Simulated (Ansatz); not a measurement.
# GaBNH (triplet): wave-function methods side by side at a displaced geometry (v1), cc-pVDZ

An exercise on one series of results from a longer session: the logs are not shown, and one member is left open.

Program: Ansatz 0.2.0, Gaussian basis. Level of theory: cc-pVDZ, core rule «outside noble gas», up to 16 orbitals frozen. These are calculated values, not measurements.

To be run: UHF; CCSD(T) on ROHF; CCSD(T) on UHF; BCCD(T) on ROHF; CISD as a restricted active space (open shells left free, so some higher excitations enter); CCSDT(Q) on ROHF; CCSDT(Q) on UHF.

24 further runs of the same task are left out: 7 that didn't finish, 17 set aside as unsound or not needed. Runs told in other sessions of the task aren't counted.

## What is computed

The geometry is a PBE0/def2-TZVP stationary point (not a proven minimum) with its atoms shifted at random (size 0.040 Å). No spin-orbit coupling is included. The filled d shell of Ga may be among the frozen orbitals whatever the setting's name suggests.

4 atoms, charge 0, spin multiplicity 3.

Atoms are counted from 1 here; the program's logs count them from 0.

Bond lengths: Ga1–N3 1.894 Å, Ga1–H4 1.568 Å, B2–N3 1.229 Å. Angles: N3–Ga1–H4 115.8°, Ga1–N3–B2 158.2°.

Set-up of the first run:

Contents of in.yaml:

```yaml
crystal:
  periodic: [false, false, false]
  atoms:
    - {symbol: Ga, position_ang: [-0.006228, -0.052382, 0.612848]}
    - {symbol: B, position_ang: [-0.007061, -0.062152, -2.457009]}
    - {symbol: N, position_ang: [0.040903, 0.219009, -1.261407]}
    - {symbol: H, position_ang: [-0.061874, 1.246698, 1.489444]}
basis:
  gaussian: {orbitals: cc-pVDZ}
magnetization: {spin_polarized: true, initial_magnetization: 2}
hamiltonian: {xc: hf}
output: {orbitals: {seedname: orbitals}}
```

On the command line:

```bash
ansatz run in.yaml --threads 1 --pin off --events-out ev --progress --plain --max-ram 2393MiB
```

Among the steps run: UHF; CCSD(T) on ROHF; CCSD(T) on UHF; BCCD(T) on ROHF; CISD as a restricted active space (open shells left free, so some higher excitations enter); CCSDT(Q) on ROHF; CCSDT(Q) on UHF.

One table of the session follows, with a row left open; its other results are not shown here.

It belongs to the step «Misses and costs». 

```
   method  from UCCSDT(Q) (meV)
     ROHF               +8038.0
      UHF               +7861.4
     RMP2                +875.2
     UMP2                +896.7
    RCCSD                     ?
    UCCSD                +373.1
 RCCSD(T)                 +62.6
 UCCSD(T)                 +62.3
  BCCD(T)                 +63.1
   RCCSDT                 +37.5
   UCCSDT                 +31.8
RCCSDT(Q)                 +10.1
UCCSDT(Q)                     0
```

Estimate the missing values for RCCSD.

As computed: from UCCSDT(Q) (meV): +382.1. In the column «from UCCSDT(Q) (meV)» it lies between UCCSD (+373.1) and RMP2 (+875.2).

Not comparable, so not listed: CISD as a restricted active space (open shells left free, so some higher excitations enter) (they don't share determinant, frozen orbitals or solution with the rows shown, or repeat one).

To keep in mind: Restricted and unrestricted rows rest on different reference determinants; a gap between their highest levels can come from leftover correlation error, from unlike frozen cores or from another state.
